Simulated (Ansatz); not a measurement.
**AlAs (singlet): from Hartree-Fock to the top rungs at distance Al1–As2 = 5.743 Å, 6-31G**

Aim: climb from Hartree-Fock through coupled cluster and multireference methods for AlAs (singlet) at one geometry and basis, and see what each rung misses.

Computed with Ansatz 0.2.0, Gaussian basis. Level: 6-31G, core rule «outside noble gas», up to 19 orbitals frozen.

The runs, in order: UHF; CCSD(T) on RHF; CCSD(T) on UHF; BCCD(T) on RHF; CISD; CCSDT(Q) on RHF; CCSDT(Q) on UHF; CCSDTQ on RHF; CASSCF and MRCISD+Q, 2 electrons in 2 orbitals; CASSCF and NEVPT2, 2 electrons in 2 orbitals; CASSCF and MRCISD+Q, 8 electrons in 8 orbitals; CASSCF and NEVPT2, 8 electrons in 8 orbitals; Full CI.

23 further runs of the same task are left out: 19 that didn't finish, 4 set aside as unsound or not needed.

## (1) What is computed

The geometry derives from a PBE0/def2-TZVP stationary point (not a proven minimum). One bond is set to the value named and the two fragments are kept rigid. No spin-orbit coupling is included. The filled d shell of As may be among the frozen orbitals whatever the setting's name suggests; the logs give the count.

2 atoms, charge 0, spin multiplicity 1.

Atoms are counted from 1 here; the program's logs count them from 0.

No contacts short enough for the rule that draws bonds.

## (2) UHF

File in.yaml:

```yaml
crystal:
  periodic: [false, false, false]
  atoms:
    - {symbol: Al, position_ang: [0.000000, 0.000000, 0.000000]}
    - {symbol: As, position_ang: [0.000000, 0.000000, 5.743000]}
basis:
  gaussian: {orbitals: 6-31G}
magnetization: {spin_polarized: true, initial_magnetization: 0}
hamiltonian: {xc: hf}
output: {orbitals: {seedname: orbitals}}
```

On the command line:

```
> ansatz run in.yaml --threads 1 --pin off --events-out ev --progress --plain --max-ram 2393MiB
```

The runs that follow: CCSD(T) on RHF; CCSD(T) on UHF; BCCD(T) on RHF; CISD; CCSDT(Q) on RHF; CCSDT(Q) on UHF; CCSDTQ on RHF; CASSCF and MRCISD+Q, 2 electrons in 2 orbitals; CASSCF and NEVPT2, 2 electrons in 2 orbitals; CASSCF and MRCISD+Q, 8 electrons in 8 orbitals; CASSCF and NEVPT2, 8 electrons in 8 orbitals; Full CI.

Q: Predict the results of all the runs planned. Wanted: FCI below the RHF energy; RMP2 from FCI; RCCSD from FCI; RCCSD(T) from FCI; RCCSDT(Q) from FCI; T1 diagnostic; effectively unpaired electrons.

**Answer**, as computed:

```
                         quantity                                value
         FCI below the RHF energy                           -4.0268 eV
                    RMP2 from FCI                      +40.75 kcal/mol
                   RCCSD from FCI                       +6.49 kcal/mol
                RCCSD(T) from FCI                       -5.00 kcal/mol
               RCCSDT(Q) from FCI                       -0.27 kcal/mol
levels within 1 kcal/mol (43 meV)  BCCD(T), RCCSDT, RCCSDT(Q), RCCSDTQ
                    T1 diagnostic                                0.148
   effectively unpaired electrons                                 3.88
```

In words: RCCSD(T) lands -5.00 kcal/mol from the yardstick (5.4 % of the correlation energy). RCCSD(T), BCCD(T), RCCSDT(Q) fall below full CI, which methods that aren't variational can do. With 3.9 effectively unpaired electrons against 0 the state is strongly multireference. These misses are within one basis, not against nature.
